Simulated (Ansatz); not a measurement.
The system is BeAu3.

```
Au Be
1.0
     4.01171    0.00000    0.00000
     0.00000    4.01171    0.00000
     0.00000    0.00000    4.01171
Au Be
3 1
Direct
  0.50000 0.50000 0.00000
  0.50000 0.00000 0.50000
  0.00000 0.50000 0.50000
  0.00000 0.00000 0.00000
```

The cell comes from a database or a generator and needn't be the stable form of this composition.

```yaml
Program: Ansatz 0.2.0
Task: single point
Functional: PBE
Potentials_or_basis: Ansatz PAW
Cutoff: "420 eV (not typed: the program's choice for these potentials)"
k_mesh: 7 × 7 × 7
Occupations: fermi-dirac, width 0.05 eV
Spin: no spin polarisation
```

On this cell: pressure -1.3 GPa; largest force zero by symmetry; band gap on the k mesh none (metal or under the smearing width).

The same run follows on a disturbed copy (atoms moved at random, drawn with an rms of 0.05 Å):

```
Au Be
1.0
     4.01171    0.00000    0.00000
     0.00000    4.01171    0.00000
     0.00000    0.00000    4.01171
Au Be
3 1
Direct
  0.49992 0.49326 0.00310
  0.50512 0.00370 0.50737
  0.99234 0.49966 0.50796
  0.00301 0.00133 0.00485
```

**Question.** What changes?

**Answer.** The energy (extrapolated to zero smearing) moves by +4.3 meV/atom; pressure -1.1 GPa; largest force 0.505 eV/Å; band gap on the k mesh none (metal or under the smearing width).

Forces on the atoms (eV/Å):
```
Au  -0.219  0.194  0.215
Au  -0.261 -0.340 -0.105
Au   0.472  0.145 -0.109
Be   0.008  0.001  0.000
```

Stress tensor (GPa, compression positive):
```
-1.13  0.07 -0.05
 0.07 -1.05  0.05
-0.05  0.05 -1.10
```
